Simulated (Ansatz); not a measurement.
# Zr4Si3B: the cost of one run

Method: DFT PBE, scalar-relativistic, plane waves, PAW, in Ansatz 0.2.0.

## 1. The starting structure

The cell holds 16 atoms (B2Si6Zr8): a = 6.617 Å, b = 6.592 Å, c = 6.613 Å, α = 91.69°, β = 94.88°, γ = 88.05°.

It is the last frame of an earlier stage of the same melt, run at 1150 K.

Coordinates:

```
Zr Si B
1.0
     6.60971    0.11031   -0.28112
     0.11031    6.59049   -0.09482
    -0.28112   -0.09482    6.60596
Zr Si B
8 6 2
Direct
  0.14827 0.54738 0.79948
  0.82200 0.82327 0.60632
  0.57479 0.05518 0.35417
  0.43563 0.19275 0.00723
  0.60124 0.58934 0.25016
  0.88942 0.86677 0.05686
  0.69045 0.41578 0.73423
  0.14239 0.15515 0.43225
  0.07596 0.53643 0.28654
  0.83327 0.26915 0.13704
  0.04583 0.17217 0.82966
  0.36106 0.77279 0.53229
  0.30284 0.83043 0.15564
  0.49470 0.80481 0.85953
  0.40526 0.41907 0.46932
  0.18500 0.90365 0.86699
```

## 2. Dynamics at 300 K

One k point, a Fermi-Dirac width of 0.050 eV and a fixed cell.

File input.yaml:

```yaml
crystal:
  lattice:
    - [6.609711, 0.110313, -0.281118]
    - [0.110313, 6.590489, -0.094821]
    - [-0.281118, -0.094821, 6.605964]
  atoms:
    - { symbol: Zr, position: [0.1482694197, 0.5473772766, 0.7994795883] }
    - { symbol: Zr, position: [0.821995464, 0.8232747585, 0.606316318] }
    - { symbol: Zr, position: [0.574786833, 0.0551788177, 0.3541705292] }
    - { symbol: Zr, position: [0.4356282796, 0.1927543935, 0.0072259951] }
    - { symbol: Zr, position: [0.6012353573, 0.5893426746, 0.2501552446] }
    - { symbol: Zr, position: [0.8894166348, 0.8667749933, 0.0568571404] }
    - { symbol: Zr, position: [0.6904486926, 0.4157756131, 0.7342299536] }
    - { symbol: Zr, position: [0.142393248, 0.1551543088, 0.4322483757] }
    - { symbol: Si, position: [0.0759639522, 0.5364339749, 0.2865394263] }
    - { symbol: Si, position: [0.83327491, 0.2691453419, 0.1370429574] }
    - { symbol: Si, position: [0.0458330664, 0.1721655041, 0.8296616414] }
    - { symbol: Si, position: [0.361060736, 0.772785921, 0.5322924767] }
    - { symbol: Si, position: [0.3028445184, 0.8304268965, 0.1556438726] }
    - { symbol: Si, position: [0.4946982725, 0.8048144783, 0.8595252544] }
    - { symbol: B, position: [0.4052629101, 0.4190712703, 0.4693223429] }
    - { symbol: B, position: [0.1849991614, 0.9036545529, 0.8669859547] }
  symmetry: { detect: false }
basis:
  ecutwfc: 420
  xc_grid: 1
kpoints:
  mp_grid: { grid: [1, 1, 1], shift: [0.25, 0.25, 0.25] }
hamiltonian:
  xc: pbe
scf:
  occupations: { method: fermi_dirac, width: 0.05 }
  lower_state_search: "off"
  convergence: { dr2_threshold: 1.0e-05 }
output:
  forces: true
  stress: true
md:
  timestep: 1.5
  n_steps: 250
  ensemble: nvt_langevin
  friction: 0.03
  temperature: 300.0
  initial_velocities: maxwell_boltzmann
  seed: 59099
```

Started as:

```console
$ ansatz run input.yaml --threads 2 --pin off --max-ram 5120MiB --backend cpu --events-out ev --progress --plain --runs-dir out
```

Q: Estimate wall time and peak memory on 2 threads of Arm Neoverse V1, shared host.

About 4.6 min, with a peak of 0.44 GiB.
